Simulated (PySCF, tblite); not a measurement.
# C₄H₇F₃SSi: geometry, infrared bands and NMR shifts

Aim: predict the infrared bands and NMR shifts of C₄H₇F₃SSi (`C=C(CC(F)(F)F)S[SiH3]`).

Computed with tblite 0.8.0 and PySCF 2.14.0, with density-fitted response routines of our own, on a single molecule in the gas phase. Atoms count from 0, in the outputs and in this text.

### Step 1. The molecule as given

16 atoms, charge 0, multiplicity 1; geometry from: force field or distance geometry start.

Bonds of the start (Å): C0–C1 1.33, C1–C2 1.47, C2–C3 1.52, C3–F4 1.39, C3–F5 1.39, C3–F6 1.39, C1–S7 1.81, S7–Si8 2.15, C0–H9 1.09, C0–H10 1.09, C2–H11 1.13, C2–H12 1.10, Si8–H13 1.46, Si8–H14 1.46, Si8–H15 1.46.

### Step 2. Geometry optimisation with GFN2-xTB

What the job is given:

```
{"job": {"kind": "relax", "xc": "GFN2-xTB", "basis": "xTB"}, "charge": 0, "multiplicity": 1}
C      0.625100     0.905000    -1.114600
C     -0.125300    -0.021500    -0.517400
C     -1.559600    -0.111400    -0.835900
C     -2.416300     0.116800     0.396300
F     -3.772800     0.030700     0.100500
F     -2.211400     1.386900     0.935600
F     -2.029200    -0.833200     1.333500
S      0.681000    -1.120500     0.672200
Si     2.772100    -0.678100     0.859800
H      1.689200     0.981000    -0.874400
H      0.139700     1.577200    -1.829800
H     -1.854300     0.663600    -1.600900
H     -1.766200    -1.126900    -1.218700
H      3.025900     0.750000     1.061800
H      3.475300    -1.104000    -0.343100
H      3.319300    -1.406700     2.005300
```

On the command line:

```sh
> OMP_NUM_THREADS=1 python probes_run.py task.json out
```

This one command runs all jobs of the session in turn.

**Question.** This job is followed by: GFN2-xTB harmonic vibrations, gas phase; GIAO PBE0/pcSseg-1 NMR shielding, non-relativistic, gas phase. Predict these results of the whole session: strongest single infrared mode (GFN2-xTB); zero-point energy (GFN2-xTB); 13C shifts against TMS (PBE0/pcSseg-1); 1H shifts against TMS (PBE0/pcSseg-1, means over atoms taken as alike); 19F shifts against CFCl3 (PBE0/pcSseg-1, means over atoms taken as alike); 33S shifts against CS2 (PBE0/pcSseg-1); 29Si shifts against TMS (PBE0/pcSseg-1).

The runs gave:

| quantity | value |
| --- | --- |
| strongest single infrared mode (GFN2-xTB) | 766 cm⁻¹, 388 km/mol |
| zero-point energy (GFN2-xTB) | 62.0 kcal/mol |
| 13C shifts against TMS (PBE0/pcSseg-1) | 147.6, 134.6, 124.5, 48.0 ppm |
| 1H shifts against TMS (PBE0/pcSseg-1, means over atoms taken as alike) | 5.83, 5.38, 4.65, 2.94 ppm |
| 19F shifts against CFCl3 (PBE0/pcSseg-1, means over atoms taken as alike) | -83.1 ppm |
| 33S shifts against CS2 (PBE0/pcSseg-1) | -70 ppm |
| 29Si shifts against TMS (PBE0/pcSseg-1) | -57.3 ppm |

**Reading.** Relaxing lowered the energy by 0.631 eV in 123 steps; the close pair that moved most is C3–F5, from 1.395 to 1.343 Å. All 42 modes are real, so the xTB geometry is a minimum. The strongest single mode, at 766 cm⁻¹, moves mainly H13 and H14. Unscaled tight-binding wavenumbers are off by several per cent, some by more. Its intensities can rank the bands wrongly. C1 (fully substituted alkene carbon) lies farthest downfield among carbon, at 147.6 ppm; the olefinic region. At PBE0/pcSseg-1: The largest span, 481 ppm, is at S7, where the paramagnetic term is -486 ppm.
